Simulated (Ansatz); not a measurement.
# LiGaH₂ (SMILES [Li][GaH2]): single points off equilibrium

One table from this session's results is given with a row withheld; the runs are named, their logs left out.

Program: Ansatz 0.2.0, Gaussian basis. Level of theory: single points in def2-TZVPP. These are calculated values, not measurements.

Cores are frozen in the correlated methods. Filled d shells of the heavier atoms are correlated. The outer core shell of Li, Na, Mg and K is correlated.

**The system as given**

SMILES `[Li][GaH2]`, 4 atoms, charge 0, spin multiplicity 1.

Atoms are counted from 1 here; the program's logs count them from 0.

Bond lengths: Ga2–H3 1.764 Å, Ga2–H4 1.628 Å. Angles: H3–Ga2–H4 104.0°.

As a file:

```xyz
4
GaH2Li
Li   -2.1247    0.6485   -1.2713
Ga    0.0523   -0.0438    0.0570
H     0.9112   -1.5830    0.1227
H     1.1044    1.0228    0.6928
```

Set-up of the first run:

Contents of run/in.yaml:

```yaml
crystal:
  periodic: [false, false, false]
  atoms:
    - {symbol: Li, position_ang: [-2.124700, 0.648500, -1.271300]}
    - {symbol: Ga, position_ang: [0.052300, -0.043800, 0.057000]}
    - {symbol: H, position_ang: [0.911200, -1.583000, 0.122700]}
    - {symbol: H, position_ang: [1.104400, 1.022800, 0.692800]}
basis:
  gaussian: {orbitals: def2-TZVPP}
correlation: {method: ccsd_t}
output: {forces: true}
```

No record of the launch command was kept for these runs.

Steps of the session up to this table: CCSD(T)/def2-TZVPP; PBE0-D4/def2-TZVPP; wB97M-V/def2-TZVPP; r2SCAN-D4/def2-TZVPP; PBE-D4/def2-TZVPP; B97M-V/def2-TZVPP; BLYP-D4/def2-TZVPP.

One of the session's tables, all rows but one given; the rest of the session is left out.

```
   method  RMS force component (eV/Å)  angle to CCSD(T) forces (°)  dipole (D)
  CCSD(T)                       0.532                    reference        7.87
  PBE0-D4                           ?                            ?           ?
  wB97M-V                       0.540                          3.2        7.81
r2SCAN-D4                       0.518                          2.3        7.77
   PBE-D4                       0.455                          8.5        7.19
   B97M-V                       0.457                          7.7        7.77
  BLYP-D4                       0.430                         11.0        7.20
```

Estimate the missing values for PBE0-D4.

The run gave: RMS force component (eV/Å): 0.512; angle to CCSD(T) forces (°): 3.0; dipole (D): 7.55. In the column «RMS force component (eV/Å)» it lies between B97M-V (0.457) and r2SCAN-D4 (0.518).
